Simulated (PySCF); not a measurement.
**BeF: from the state search to spectroscopic constants**

An exercise on one series of results from a longer session: the logs are not shown, and one member is left open.

Method: Be pcseg-1, F pcseg-1, no relativity; program: PySCF 2.14.0.

Set-up of the first run:

The job is set up so:

- atoms: Be, F
- charge: 0
- basis: Be pcseg-1, F pcseg-1
- Hamiltonian: no relativity
- basis functions: 23
- electrons treated: 13
- masses in u: 9.0122, 18.9984
- levels: PBE0, PBE, r²SCAN, r²SCANh, LDA, B3LYP, LC-ωPBE, HF, MP2, SCS-MP2, CCSD, CCSD(T)
- grid: 80 radial by 434 angular points
- occupations: held fixed by the projection of orbital angular momentum
- dissociation limit: Be + F, each in its ground configuration
- starting distance in angstrom: 1.575
- values of 2S to try: 1, 3

Launch:

```
$ OMP_NUM_THREADS=1 python dia.py task.json out
```

Among the steps run: Set-up; PBE0 along the bond; PBE; r²SCAN (meta-GGA); r²SCANh (hybrid meta-GGA); LDA (local density); B3LYP; LC-ωPBE (range-separated hybrid); UHF (mean field); Correlated methods on the Hartree–Fock reference.

One of the session's tables, all rows but one given; the rest of the session is left out.

It belongs to the step «The curves together». Energy (eV) from each level's lowest point:

```
R (Å)    UHF  UHF-MP2  UHF-SCS-MP2  UHF-CCSD  UHF-CCSD(T)
1.199  0.948    1.064        1.060       n/a          n/a
1.255  0.428    0.508        0.506     0.496        0.500
1.310  0.136    0.182        0.181     0.175        0.178
1.352  0.031    0.053        0.053     0.050        0.051
1.394  0.000    0.000        0.000     0.000        0.000
1.436      ?        ?            ?         ?            ?
1.492  0.138    0.092        0.092     0.098        0.095
1.561  0.358    0.283        0.283     0.293        0.287
1.645  0.702    0.597        0.597     0.611        0.602
1.756  1.237    1.098        1.096       n/a          n/a
```

Q: Estimate the row for R (Å) = 1.436 from the others.

Worked estimate for «UHF». A straight line through the neighbours (1.394, 0.000) and (1.492, 0.138) gives 0.000 + (0.138 − 0.000) × (1.436 − 1.394) / (1.492 − 1.394) = 0.059; a parabola fitted to 4 rows on both sides gives 0.033.

As computed: UHF: 0.029; UHF-MP2: 0.008; UHF-SCS-MP2: 0.008; UHF-CCSD: 0.011; UHF-CCSD(T): 0.009. In «UHF» the line misses by +0.030 and the parabola by +0.004.
